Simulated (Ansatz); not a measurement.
# C₂H₁₀OSi₃: up Jacob's ladder to CCSD(T)

One table from this session's results is given with a row withheld; the runs are named, their logs left out.

Program: Ansatz 0.2.0, Gaussian basis. Level of theory: functionals in def2-TZVPP, the program's frozen cores in correlated methods. These are calculated values, not measurements.

Levels to be run: LDA (SPW92), PBE-D4, revPBE-D4, BLYP-D4, r2SCAN-D4, B97M-V, PBE0-D4, B3LYP-D4, r2SCANh-D4, r2SCAN0-D4, HSE06-D4, BHLYP-D4, CAM-B3LYP-D4, LC-ωPBE, ωB97X-V, ωB97M-V, B2PLYP, PBE-QIDH; CCSD(T)/def2-SVP; CCSD(T)/def2-TZVPP; MP2/def2-QZVPP; extrapolation to the limit; RPA on PBE.

## Structure used throughout

The geometry comes from an earlier relaxation with PBE0-D4 in a triple-zeta def2 set; it is a stationary point, not always the lowest conformer.

SMILES `C=C[Si](O)([SiH3])[SiH3]`, 16 atoms, charge 0, spin multiplicity 1.

Atoms are counted from 1 here; the program's logs count them from 0.

Bond lengths: C1–C2 1.331 Å, C1–H7 1.086 Å, C1–H8 1.086 Å, C2–Si3 1.861 Å, C2–H9 1.090 Å, Si3–O4 1.660 Å, Si3–Si5 2.343 Å, Si3–Si6 2.352 Å, O4–H10 0.959 Å, Si5–H11 1.488 Å, Si5–H12 1.490 Å, Si5–H13 1.488 Å, Si6–H14 1.489 Å, Si6–H15 1.488 Å, Si6–H16 1.492 Å. Angles: C2–C1–H7 122.3°, C2–C1–H8 121.5°, H7–C1–H8 116.3°, C1–C2–Si3 123.0°, C1–C2–H9 118.5°, Si3–C2–H9 118.5°, C2–Si3–O4 110.8°, C2–Si3–Si5 109.9°, C2–Si3–Si6 108.0°, O4–Si3–Si5 106.5°, O4–Si3–Si6 111.5°, Si5–Si3–Si6 110.2°, Si3–O4–H10 117.0°, Si3–Si5–H11 111.1°, Si3–Si5–H12 108.5°, Si3–Si5–H13 111.2°, H11–Si5–H12 108.6°, H11–Si5–H13 109.1° and more.

Geometry (Å):

```
C     0.4959   -2.5421   -0.6227
C     0.7755   -1.3957   -0.0066
Si   -0.2965    0.1194   -0.1476
O    -1.6695   -0.2104   -1.0203
Si    0.8462    1.8010   -1.3117
Si   -0.8140    0.8476    2.0287
H     1.1285   -3.4202   -0.5283
H    -0.3790   -2.6458   -1.2584
H     1.6719   -1.3429    0.6108
H    -2.3388   -0.7478   -0.5930
H     1.1406    1.3803   -2.7082
H     2.1353    2.0664   -0.6137
H     0.0604    3.0640   -1.3391
H     0.4288    0.9426    2.8440
H    -1.4738    2.1817    2.0180
H    -1.7342   -0.1207    2.6924
```

The first run:

in.yaml reads:

```yaml
crystal:
  periodic: [false, false, false]
  atoms:
    - {symbol: C, position_ang: [0.495946, -2.542085, -0.622679]}
    - {symbol: C, position_ang: [0.775477, -1.395749, -0.006592]}
    - {symbol: Si, position_ang: [-0.296550, 0.119428, -0.147561]}
    - {symbol: O, position_ang: [-1.669544, -0.210354, -1.020345]}
    - {symbol: Si, position_ang: [0.846166, 1.800962, -1.311732]}
    - {symbol: Si, position_ang: [-0.814016, 0.847555, 2.028699]}
    - {symbol: H, position_ang: [1.128526, -3.420184, -0.528295]}
    - {symbol: H, position_ang: [-0.379010, -2.645770, -1.258374]}
    - {symbol: H, position_ang: [1.671916, -1.342937, 0.610783]}
    - {symbol: H, position_ang: [-2.338787, -0.747819, -0.592988]}
    - {symbol: H, position_ang: [1.140556, 1.380262, -2.708170]}
    - {symbol: H, position_ang: [2.135275, 2.066428, -0.613664]}
    - {symbol: H, position_ang: [0.060417, 3.064046, -1.339130]}
    - {symbol: H, position_ang: [0.428799, 0.942610, 2.843969]}
    - {symbol: H, position_ang: [-1.473812, 2.181670, 2.017999]}
    - {symbol: H, position_ang: [-1.734159, -0.120662, 2.692379]}
basis:
  gaussian: {orbitals: def2-TZVPP}
hamiltonian: {xc: lda}
output: {orbitals: {seedname: orbitals}}
```

Steps of the session up to this table: LDA; PBE-D4 (GGA); revPBE-D4 (GGA); BLYP-D4 (GGA); r2SCAN-D4 (meta-GGA); B97M-V (meta-GGA); PBE0-D4 (hybrid); B3LYP-D4 (hybrid); r2SCANh-D4 (hybrid); r2SCAN0-D4 (hybrid); HSE06-D4 (hybrid); BHLYP-D4 (hybrid); CAM-B3LYP-D4 (range-separated); LC-ωPBE (range-separated); ωB97X-V (range-separated); ωB97M-V (range-separated); B2PLYP (double hybrid); PBE-QIDH (double hybrid).

One of the session's tables, all rows but one given; the rest of the session is left out.

It belongs to the step «Frontier levels by functional». 

```
  functional  HOMO (eV)  gap (eV)
 LDA (SPW92)      -6.30      4.38
      PBE-D4      -6.19      4.48
   revPBE-D4      -6.14      4.52
     BLYP-D4      -6.05      4.50
   r2SCAN-D4      -6.39      4.87
      B97M-V      -6.49      4.90
     PBE0-D4          ?         ?
    B3LYP-D4      -7.03      6.04
  r2SCANh-D4      -6.77      5.58
  r2SCAN0-D4      -7.34      6.65
    HSE06-D4      -6.82      5.65
    BHLYP-D4      -8.13      8.33
CAM-B3LYP-D4      -8.43      8.74
     LC-ωPBE      -9.69     11.09
     ωB97X-V      -9.37     10.66
     ωB97M-V      -9.17     10.20
```

**Question.** Estimate the row for PBE0-D4.

As computed: HOMO (eV): -7.21; gap (eV): 6.41. In the column «HOMO (eV)» it lies between r2SCAN0-D4 (-7.34) and B3LYP-D4 (-7.03).
